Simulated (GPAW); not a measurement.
Crystal: LiFeN.

```
Fe N Li
1.0
     3.10060    0.00000    0.00000
    -1.55030    2.68520    0.00000
     0.00000    0.00000    4.14534
Fe N Li
1 1 1
Direct
  0.33333 0.66667 0.50000
  0.00000 0.00000 0.50000
  0.00000 0.00000 0.00000
```

The cell comes from a database or a generator and needn't be the stable form of this composition.

Base run:

```yaml
Program: GPAW 26.7.0
Functional: PBEsol
Potentials_or_basis: PAW data sets generated in the run's folder for this functional
Cutoff: 800 eV
Basis: pw
k_mesh: 10 × 10 × 7
Occupations: gaussian, width 0.05 eV
Spin: collinear spin, ferromagnetic start
Starting_moments: "[3.0, 0.0, 0.0] μB"
```

Its results: band gap on the k mesh none (metal or under the smearing width); pressure -3.1 GPa; net moment 0.17 μB per cell; site moments Fe +0.17; N -0.00; Li -0.00 μB.

Task: The run is repeated on the same cell with these changes: functional from PBEsol to RPBE; potentials or basis from PAW data sets generated in the run's folder for this functional to the program's PAW data sets (release 1.2.1) made for this functional. What comes out?

Result: Band gap on the k mesh none (metal or under the smearing width); pressure 5.6 GPa; net moment 0.24 μB per cell; site moments Fe +0.25; N -0.00; Li -0.00 μB.

Not every run made on this cell is shown here.
